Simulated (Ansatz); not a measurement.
Write a Python script for the Python package of Ansatz (0.2.0) that makes vertical and adiabatic energies of changing the electron count of BrCl. Settings (for the species named): r2SCAN, def2-SVP basis, multiplicity 1.

```yaml
atoms:
  - { symbol: Cl, position_ang: [1.0785, 0.0000, 0.0000] }
  - { symbol: Br, position_ang: [-1.0785, 0.0000, 0.0000] }
```

The script, `adiabatic_brcl.py`:
```python
"""Vertical and adiabatic ionisation of BrCl."""

import itertools
import warnings

import ansatz as az
from ase.data import atomic_numbers, covalent_radii
import numpy as np

BASIS = "def2-SVP"
FUNCTIONAL = "r2scan"
CHARGE = 1

warnings.simplefilter("ignore", az.DeckWarning)

geometry_ang = [
    ("Cl", [1.0785, 0.0, 0.0]),
    ("Br", [-1.0785, 0.0, 0.0]),
]
mol = az.Crystal.molecule()
for symbol, xyz in geometry_ang:
    mol = mol.atom(symbol, xyz)

base = (
    mol.calculation()
    .basis(gaussian=BASIS)
    .functional(FUNCTIONAL)
)
symbols = [site.symbol for site in mol.cartesian_sites]
start = np.array([site.position_ang for site in mol.cartesian_sites], dtype=float)
summary = base.relax(force_tolerance=0.01).run(threads=1).report
end = np.array(summary["positions_ang"])

minimum = az.Crystal.molecule()
for symbol, place in zip(symbols, end):
    minimum = minimum.atom(symbol, place.tolist())
ion = (
    minimum.calculation()
    .basis(gaussian=BASIS)
    .functional(FUNCTIONAL)
    .charge(CHARGE)
    .spin("collinear", total=1)
)
vertical = ion.run(threads=1).report
settled = ion.relax(force_tolerance=0.01, max_steps=80).run(threads=1).report
print(f"vertical ionisation energy   {vertical['free_energy_ev'] - summary['free_energy_ev']:.3f} eV")
print(f"adiabatic, no zero point     {settled['free_energy_ev'] - summary['free_energy_ev']:.3f} eV")
print(f"relaxation energy of the ion {vertical['free_energy_ev'] - settled['free_energy_ev']:.3f} eV")
ionised = np.array(settled["positions_ang"])
# pairs closer than 1.2 times the sum of covalent radii, before or after
radius = [covalent_radii[atomic_numbers[s]] for s in symbols]
span = lambda where, i, j: np.linalg.norm(where[i] - where[j])
bonded = [(i, j) for i, j in itertools.combinations(range(len(symbols)), 2) if min(span(end, i, j), span(ionised, i, j)) < 1.2 * (radius[i] + radius[j])]
print("pair        before    after (A)")
for i, j in bonded:
    print(f"{symbols[i]}{i}-{symbols[j]}{j}".ljust(10), f"{span(end, i, j):8.4f} {span(ionised, i, j):8.4f}")
```

Output of `python adiabatic_brcl.py`:
```text
vertical ionisation energy   11.047 eV
adiabatic, no zero point     10.975 eV
relaxation energy of the ion 0.072 eV
pair        before    after (A)
Cl0-Br1      2.1797   2.0888
```

The energies are electronic: no zero-point or thermal terms, and the basis set is short of its limit. The product may relax into another structure. The relaxation finds the nearest minimum, so the adiabatic value is an upper bound. The whole script took 24 s on 1 thread of Arm Neoverse V2, with other jobs on the host, peak memory 0.21 GiB.
